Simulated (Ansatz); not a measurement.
# C2H8SiSnTe: the cost of one run

Program: Ansatz 0.2.0. Level of theory: RKS PBE0-D4/def2-SVP. These are calculated values, not measurements.

**1. The structure to begin with**

Bond lengths: C1–C2 1.492 Å, C2–Si3 1.847 Å, C2–Sn4 2.138 Å, C2–Te5 2.118 Å, Sn4–Te5 2.857 Å, C1–H6 1.096 Å, C1–H7 1.160 Å, C1–H8 1.064 Å, Si3–H9 1.510 Å, Si3–H10 1.499 Å, Si3–H11 1.441 Å, Sn4–H12 1.805 Å, Sn4–H13 1.632 Å. Angles (14 of 25 angles, heavy atoms first): C1–C2–Si3 112.3°, C1–C2–Sn4 116.8°, C1–C2–Te5 116.0°, Si3–C2–Sn4 111.9°, Si3–C2–Te5 112.7°, Sn4–C2–Te5 84.3°, C2–Sn4–Te5 47.5°, C2–Te5–Sn4 48.1°, C2–C1–H6 111.8°, C2–C1–H7 107.4°, C2–C1–H8 111.4°, C2–Si3–H9 109.2°, C2–Si3–H10 109.8°, C2–Si3–H11 111.1°.

As a file:

```xyz
13

C    -1.4804   -0.4408   -0.1878
C    -0.1227    0.1559   -0.3469
Si    1.2066   -1.1255   -0.3929
Sn    0.3781    1.7755    0.9551
Te    0.0808    1.6020   -1.8806
H    -1.7591   -1.0554   -1.0516
H    -2.2446    0.4319   -0.1853
H    -1.5756   -0.9466    0.7440
H     1.2156   -1.8779    0.9165
H     2.5466   -0.4622   -0.4940
H     1.0150   -2.0323   -1.4961
H    -1.1146    2.2752    1.8386
H     1.8746    1.6655    1.5958
```

**2. End point A**

File input.yaml:

```yaml
crystal:
  periodic: [false, false, false]
  atoms:
    - { symbol: C, position_ang: [-1.4804, -0.4408, -0.1878] }
    - { symbol: C, position_ang: [-0.1227, 0.1559, -0.3469] }
    - { symbol: Si, position_ang: [1.2066, -1.1255, -0.3929] }
    - { symbol: Sn, position_ang: [0.3781, 1.7755, 0.9551] }
    - { symbol: Te, position_ang: [0.0808, 1.602, -1.8806] }
    - { symbol: H, position_ang: [-1.7591, -1.0554, -1.0516] }
    - { symbol: H, position_ang: [-2.2446, 0.4319, -0.1853] }
    - { symbol: H, position_ang: [-1.5756, -0.9466, 0.744] }
    - { symbol: H, position_ang: [1.2156, -1.8779, 0.9165] }
    - { symbol: H, position_ang: [2.5466, -0.4622, -0.494] }
    - { symbol: H, position_ang: [1.015, -2.0323, -1.4961] }
    - { symbol: H, position_ang: [-1.1146, 2.2752, 1.8386] }
    - { symbol: H, position_ang: [1.8746, 1.6655, 1.5958] }
basis:
  gaussian: { orbitals: def2-SVP }
hamiltonian:
  xc: pbe0
  dispersion: d4
relax:
  f_tol: 0.015
  max_steps: 40
```

Started as:

```sh
$ ansatz run input.yaml --threads 2 --pin off --max-ram 3072MiB --backend cpu --events-out ev --progress --plain --runs-dir out
```

Q: Estimate wall time and peak memory on 2 threads of Arm Neoverse V1, shared host.

About 61 s, with a peak of 0.48 GiB.
